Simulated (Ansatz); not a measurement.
# HfRe (P6/mmm) in Ansatz: convergence with wavefunction cutoff

Aim: find how far wavefunction cutoff must go before the results for HfRe settle, at PBEsol. This setting moves, with any that are tied to it; all else stays.

Everything below comes from runs of Ansatz 0.2.0. Logs are shortened: lines on timing, memory, paths and dates and some standing lists are left out, and cuts for length are marked.

### 1 The structure

It takes space group P6/mmm (No. 191, hexagonal). The conventional cell has a = 2.825 Å, b = 2.825 Å, c = 5.643 Å, α = 90.00°, β = 90.00°, γ = 120.00°. Hf (site symmetry 6/mmm) has 2 Re at 2.82 Å and 6 Hf at 2.83 Å as nearest neighbours. Re (site symmetry 6/mmm) has 2 Hf at 2.82 Å and 6 Re at 2.83 Å as nearest neighbours.

The cell was built by a generator and needn't be a form met in nature.

### 2 With wavefunction cutoff 200 eV

Input file input.yaml:

```yaml
crystal:
  lattice:
    - [2.8251975, 0.0, 0.0]
    - [-1.41259875, 2.4466928, 0.0]
    - [0.0, 0.0, 5.64304425]
  atoms:
    - { symbol: Hf, position: [0.0, 0.0, 0.0] }
    - { symbol: Re, position: [0.0, 0.0, 0.5] }
hamiltonian:
  xc: pbesol
  pseudopotentials: { kind: paw_fr }
magnetization:
  noncollinear: true
  spin_orbit: true
kpoints:
  mp_grid: { grid: [9, 9, 4] }
scf:
  occupations: { method: gaussian, width: 0.1 }
output:
  forces: true
  stress: true
  eigenvalues: true
basis:
  ecutwfc: "200 eV"
```

Potentials or basis: Ansatz PAW.

Launch:

```bash
ansatz run input.yaml --threads 2 --pin off --max-ram 5632MiB --backend cpu --events-out ev --progress --plain --runs-dir out
```

Wall time 3.2 s (2 threads of Intel Xeon Platinum 8259CL at 2.50GHz (Skylake/Cascade Lake), shared host); peak memory 0.51 GiB.

What came out:

| Quantity | Value |
| --- | --- |
| Free energy | -26365.9403 eV |
| Pressure | -4.0 GPa |
| Band gap on the k mesh | none (metal or under the smearing width) |

### 3 With wavefunction cutoff 250 eV

Edit input.yaml of step 2 so:

```diff
@@ -23,2 +23,2 @@
 basis:
-  ecutwfc: "200 eV"
+  ecutwfc: "250 eV"
```

Potentials or basis: Ansatz PAW.

Launch:

```bash
ansatz run input.yaml --threads 2 --pin off --max-ram 5632MiB --backend cpu --events-out ev --progress --plain --runs-dir out
```

Wall time 4 s (2 threads of Intel Xeon Platinum 8259CL at 2.50GHz (Skylake/Cascade Lake), shared host); peak memory 0.53 GiB.

Results:

```yaml
Free_energy: -26376.1108 eV
Pressure: -8.6 GPa
Band_gap_on_the_k_mesh: none (metal or under the smearing width)
```

### 4 With wavefunction cutoff 300 eV

Edit input.yaml of step 3 so:

```diff
@@ -23,2 +23,2 @@
 basis:
-  ecutwfc: "250 eV"
+  ecutwfc: "300 eV"
```

Launch:

```bash
ansatz run input.yaml --threads 2 --pin off --max-ram 5632MiB --backend cpu --events-out ev --progress --plain --runs-dir out
```

It took 4.4 s on 2 threads of Intel Xeon Platinum 8259CL at 2.50GHz (Skylake/Cascade Lake), shared host; peak memory 0.56 GiB.

What came out:

| Property | Result |
| --- | --- |
| Free energy | -26377.8485 eV |
| Pressure | -10.1 GPa |
| Band gap on the k mesh | none (metal or under the smearing width) |

### 5 With wavefunction cutoff 350 eV

Edit input.yaml of step 4 so:

```diff
@@ -23,2 +23,2 @@
 basis:
-  ecutwfc: "300 eV"
+  ecutwfc: "350 eV"
```

Launch:

```bash
ansatz run input.yaml --threads 2 --pin off --max-ram 5632MiB --backend cpu --events-out ev --progress --plain --runs-dir out
```

It took 5.8 s on 2 threads of Intel Xeon Platinum 8259CL at 2.50GHz (Skylake/Cascade Lake), shared host; peak memory 0.54 GiB.

Results:

- Free energy: -26378.0440 eV
- Pressure: -10.2 GPa
- Band gap on the k mesh: none (metal or under the smearing width)

### 6 With wavefunction cutoff 400 eV

Edit input.yaml of step 5 so:

```diff
@@ -23,2 +23,2 @@
 basis:
-  ecutwfc: "350 eV"
+  ecutwfc: "400 eV"
```

Potentials or basis: Ansatz PAW.

Launch:

```bash
ansatz run input.yaml --threads 2 --pin off --max-ram 5632MiB --backend cpu --events-out ev --progress --plain --runs-dir out
```

Run time: 5.9 s. Hardware: 2 threads of Intel Xeon Platinum 8259CL at 2.50GHz (Skylake/Cascade Lake), shared host; peak memory 0.6 GiB.

The run converged. Its results:

* Free energy: -26378.0568 eV
* Pressure: -10.2 GPa
* Band gap on the k mesh: none (metal or under the smearing width)

### 7 With wavefunction cutoff 450 eV

Edit input.yaml of step 6 so:

```diff
@@ -23,2 +23,2 @@
 basis:
-  ecutwfc: "400 eV"
+  ecutwfc: "450 eV"
```

Launch:

```bash
ansatz run input.yaml --threads 2 --pin off --max-ram 5632MiB --backend cpu --events-out ev --progress --plain --runs-dir out
```

Wall time 7.3 s (2 threads of Intel Xeon Platinum 8259CL at 2.50GHz (Skylake/Cascade Lake), shared host); peak memory 0.61 GiB.

It converged, with:

```
Free energy            : -26378.0600 eV
Pressure               : -10.3 GPa
Band gap on the k mesh : none (metal or under the smearing width)
```

### 8 With wavefunction cutoff 500 eV

Edit input.yaml of step 7 so:

```diff
@@ -23,2 +23,2 @@
 basis:
-  ecutwfc: "450 eV"
+  ecutwfc: "500 eV"
```

Launch:

```bash
ansatz run input.yaml --threads 2 --pin off --max-ram 5632MiB --backend cpu --events-out ev --progress --plain --runs-dir out
```

It took 8.5 s on 2 threads of Intel Xeon Platinum 8259CL at 2.50GHz (Skylake/Cascade Lake), shared host; peak memory 0.64 GiB.

Results (log left out):

```
Free energy            : -26378.0615 eV
Pressure               : -10.3 GPa
Band gap on the k mesh : none (metal or under the smearing width)
```

### 9 With wavefunction cutoff 600 eV

Edit input.yaml of step 8 so:

```diff
@@ -23,2 +23,2 @@
 basis:
-  ecutwfc: "500 eV"
+  ecutwfc: "600 eV"
```

Potentials or basis: Ansatz PAW.

Launch:

```bash
ansatz run input.yaml --threads 2 --pin off --max-ram 5632MiB --backend cpu --events-out ev --progress --plain --runs-dir out
```

Run time: 9.2 s. Hardware: 2 threads of Intel Xeon Platinum 8259CL at 2.50GHz (Skylake/Cascade Lake), shared host; peak memory 0.69 GiB.

Results (log left out):

```
Free energy            : -26378.0621 eV
Pressure               : -10.3 GPa
Band gap on the k mesh : none (metal or under the smearing width)
```

### 10 With wavefunction cutoff 800 eV

Edit input.yaml of step 9 so:

```diff
@@ -23,2 +23,2 @@
 basis:
-  ecutwfc: "600 eV"
+  ecutwfc: "800 eV"
```

Potentials or basis: Ansatz PAW.

Launch:

```bash
ansatz run input.yaml --threads 2 --pin off --max-ram 5632MiB --backend cpu --events-out ev --progress --plain --runs-dir out
```

Output:

```text
Warning: RAYON_NUM_THREADS=2 ignored (pool sized by the plan → 2); use --threads N
Engine: ansatz 0.2.0, x86_64-unknown-linux-gnu
Pseudopotentials: kind: paw_fr
Pseudopotential: Hf, paw_fr, valence charge 26, recommended cutoff 420 eV (normal), Hf.paw.azcp#standard-fr
Pseudopotential: Re, paw_fr, valence charge 15, recommended cutoff 420 eV (normal), Re.paw.azcp#standard-fr
Functional definition: PBEsol
  exchange = pbesol_x
  correlation = pbesol_c
non-collinear run that drives no moment, with spin-orbit: no starting moment large enough to seed its density (crystal.atoms[].spin), no starting occupations that ask for one, no magnetisation constraint and no magnetic field, so the semilocal B_xc is pinned to zero
Crystal: 2 atoms, lattice volume = 39.007 Å³
Basis set: ecut = 800 eV, 2079 PW (Γ), exchange–correlation on 54×54×108 points (8 copies of the dense FFT grid, shifted against one another)
Bands: 50, of which v1, the nominal top of the filled ones, is band 41 counted from 1 (40 counted from 0)
Symmetry: 24 space group operations + 24 with time reversal
Magnetic group: BNS 191.234 (UNI 1464), of the structure as read, at distance tolerance 3.4e-5 Å
k-points: 36 of 324
Projection manifold: j_resolved (fully-relativistic pseudo-atomic orbitals)
Non-local potential: Hf, projectors of the file, l = 0: 3, l = 1: 4, l = 2: 4, l = 3: 6
Non-local potential: Re, projectors of the file, l = 0: 3, l = 1: 4, l = 2: 4, l = 3: 2
PAW form: soft (Blöchl's): semilocal exchange-correlation on the pseudo side does not see the compensation charge
PAW frozen core: Hf, regenerated for the run's functional, and the local potential with it (the file was generated under x = pbe(κ = 0.804, μ = 0.2195149727645171), c = pbe(β = 0.06672455060314922))
PAW frozen core: Re, regenerated for the run's functional, and the local potential with it (the file was generated under x = pbe(κ = 0.804, μ = 0.2195149727645171), c = pbe(β = 0.06672455060314922))
PAW one-centre angular grid: Hf, 590 points (default); XC on 64 Gauss nodes
PAW one-centre angular grid: Re, 590 points (default); XC on 64 Gauss nodes
Initial density: superposition of atomic densities (chi_scale 0.1, normalization cell, long waves kept (reshape's long-wave potential 0.02 eV rms))
Initial wavefunctions: pseudopotential atomic-orbital guess
Functional: x = pbesol(κ = 0.804, μ = 0.12345679012345678), c = pbesol(β = 0.046)
SCF iter   1: F=—  HF=-26386.546238 eV  |F-HF|=—  |Δ(HF+E_count)|=         —  Δρ=2.23e-1  dr2=1.02e2  dr2_m=0.00e0 (ungated)  ethr=3.10e-3  |M|=0.00e0 ∫|m|=0.00e0 μB  |m|>n=0.0e0 m-floor=0.0e0 τ_xc=0.0e0  β_m=0.30  ⟨swp⟩=5.0  Hψ=3504  notcnv=0
preconditioner: auto → Kerker (q_TF=auto, 2.751 Å⁻¹)  [metal: Δε(μ)=0.041 eV  Ē_g=11.617 eV  σ=0.100 eV  W_gap=0.23  n_scr=10 (ndim 8)  ℏωp=29.7 eV  f_vac=0.000  D(μ)=3.01/eV (n_scr^D=36)]
spin=Noncollinear: Kerker preconditioning applied to the charge; magnetization (m_x, m_y, m_z) channels mix plain (no charge-response kernel on spin).
[... 9 lines left out ...]
SCF iter  11: F=-26378.062653 eV  HF=-26378.062653 eV  |F-HF|=1.27e-8  |Δ(HF+E_count)|=   6.69e-8  Δρ=3.41e-6  dr2=1.22e-8  dr2_m=0.00e0 (ungated)  ethr=2.44e-10  |M|=0.00e0 ∫|m|=0.00e0 μB  |m|>n=0.0e0 m-floor=0.0e0 τ_xc=0.0e0  ⟨swp⟩=8.8  Hψ=4168  notcnv=0
SCF 1 converged in 11 iterations: F = -26378.062653 eV  dr2 = 1.22e-8
SCF converged after 11 iterations
Magnetization: |M| = 0.0000 μB,  M = (+0.0000, +0.0000, +0.0000) μB
Absolute magnetization: 0.0000 μB (∫|m|)
  site 0: m = (+0.0000, +0.0000, +0.0000) μB, |m| = 0.0000 μB  (R = 1.16 Å)
  site 1: m = (+0.0000, +0.0000, +0.0000) μB, |m| = 0.0000 μB  (R = 1.16 Å)
Free energy (F): -26378.062653 eV
Harris-Foulkes:  -26378.062653 eV  (|F-HF|=1.27e-8)
Internal energy: -26378.045568 eV  (E = F + TS)
E sigma→0 (E₀):  -26378.054111 eV
Entropy (-TS):   -0.017085 eV (-8.543 meV/atom)
Fermi energy:    20.197129 eV
--- Per-component energies (eV) ---
  E_band       = -89.191433
  E_kinetic    = 963.588811
  E_local      = -6560.379931  (includes V_loc(G=0)·N_el)
  E_nonlocal   = -1191.748734
  E_hartree    = 2997.682766
  E_xc         = -695.850323
  E_vxc        = -567.358273  (∫ρ·V_xc dr)
  E_paw        = -15380.577844  (= ΣΔE_a)
  E_vpaw       = 1271.340561  (= ΣTr[D̂ρ^β])
  E_aug_tail   = -0.000005  (compensation charges beyond the density's cutoff)
  E_ewald      = -6512.254504
  E_core_change = 1.494194  (= ΣΔE_core)
  E_smearing   = -0.017085  (= −TS)
  E_closure    = -0.000000  (closes the sum)
  Σ components = -26378.062653   (vs F -26378.062653, Δ=0.00e0)
--- Forces (eV/Å), atoms counted from 1 ---
  atom   1  Hf    -0.00000000    -0.00000000     0.00000000
  atom   2  Re     0.00000000     0.00000000     0.00000000
  max |Σ_I F_I| component: 4.21e-30 eV/Å
--- Stress (GPa, compression-positive) ---
       -4.298089      -0.000000       0.000000
        0.000000      -4.298089       0.000000
        0.000000       0.000000     -22.189273
  P = ⅓ Tr σ = -10.2618 GPa (-102.618 kbar)
--- Band table (eV; the first three rows and the last of 36) ---
  k-point 0: bands = ["-59.7468", "-59.7468", "-41.5665", "-41.5665", "-29.5597", "-29.5597", "-18.6094", "-18.6094", "-18.2893", "-18.2893", "-15.5599", "-15.5599", "-7.9771", "-7.9771", "-7.2680", "-7.2680", "7.5816", "7.5816", "7.6011", "7.6011", "7.6261", "7.6261", "9.2812", "9.2812", "9.3574", "9.3574", "9.3772", "9.3772", "9.3831", "9.3831", "11.9725", "11.9725", "15.0075", "15.0075", "16.7933", "16.7933", "18.5872", "18.5872", "19.1198", "19.1198", "19.3636", "19.3636", "21.2459", "21.2459", "21.5528", "21.5528", "21.7887", "21.7887", "22.1066", "22.1066"]
  k-point 1: bands = ["-59.7468", "-59.7468", "-41.5666", "-41.5666", "-29.5593", "-29.5593", "-18.6018", "-18.6018", "-18.2893", "-18.2893", "-15.5682", "-15.5682", "-7.9908", "-7.9908", "-7.2682", "-7.2682", "7.5816", "7.5816", "7.6010", "7.6010", "7.6247", "7.6247", "9.2812", "9.2812", "9.3554", "9.3554", "9.3772", "9.3772", "9.3827", "9.3827", "12.3435", "12.3435", "14.5796", "14.5796", "17.0310", "17.0310", "18.5968", "18.5968", "18.9809", "18.9809", "19.3761", "19.3761", "21.3673", "21.3673", "21.5760", "21.5760", "21.8694", "21.8694", "22.0807", "22.0807"]
  k-point 2: bands = ["-59.7468", "-59.7468", "-41.5668", "-41.5668", "-29.5589", "-29.5589", "-18.5942", "-18.5942", "-18.2893", "-18.2893", "-15.5766", "-15.5766", "-8.0045", "-8.0045", "-7.2684", "-7.2684", "7.5815", "7.5815", "7.6009", "7.6009", "7.6234", "7.6234", "9.2812", "9.2812", "9.3535", "9.3535", "9.3772", "9.3772", "9.3823", "9.3823", "12.9563", "12.9563", "13.9066", "13.9066", "17.4745", "17.4745", "18.5937", "18.5937", "18.6065", "18.6065", "19.3888", "19.3888", "21.4991", "21.4991", "21.5765", "21.5765", "21.9864", "21.9864", "22.0548", "22.0548"]
  k-point 35: bands = ["-59.6859", "-59.6859", "-41.3695", "-41.3695", "-29.7270", "-29.7270", "-18.8995", "-18.8995", "-18.7021", "-18.7021", "-16.0317", "-16.0317", "-8.7092", "-8.7092", "-8.2261", "-8.2261", "7.5868", "7.5868", "7.6000", "7.6000", "7.6182", "7.6182", "9.3091", "9.3091", "9.3383", "9.3383", "9.3627", "9.3627", "9.3663", "9.3663", "17.5650", "17.5650", "17.6168", "17.6168", "17.6439", "17.6439", "18.0733", "18.0733", "19.5879", "19.5879", "20.7547", "20.7547", "20.7718", "20.7718", "21.0356", "21.0356", "21.2626", "21.2626", "21.9459", "21.9459"]
```

Run time: 14 s. Hardware: 2 threads of Intel Xeon Platinum 8259CL at 2.50GHz (Skylake/Cascade Lake), shared host; peak memory 0.8 GiB.

What came out:

| Item | Value |
| --- | --- |
| Free energy | -26378.0627 eV |
| Pressure | -10.3 GPa |
| Band gap on the k mesh | none (metal or under the smearing width) |

### 11 Summary

```tsv
wavefunction cutoff	energy less the tightest run, at zero smearing (meV/atom)	pressure (GPa)	SCF cycles	CPU time (s)	peak memory (GiB)
200 eV	6060.56	-3.96	9	5.8	0.51
250 eV	975.83	-8.60	10	7.3	0.53
300 eV	107.08	-10.11	10	8.1	0.56
350 eV	9.29	-10.17	10	11	0.54
400 eV	2.94	-10.24	10	11	0.6
450 eV	1.33	-10.26	11	14	0.61
500 eV	0.59	-10.26	11	16	0.64
600 eV	0.28	-10.26	11	18	0.69
800 eV	0.00	-10.26	11	27	0.8
```

Against the tightest run, the energy stays within 1 meV/atom from 500 eV on; the pressure stays within 0.1 GPa from 350 eV on. The tightest run that finished is the yardstick and may itself not be fully converged.

Caveats: the PAW data sets come from PBE, with cores solved anew for the run's functional, which leaves a small shift of forces and pressure.
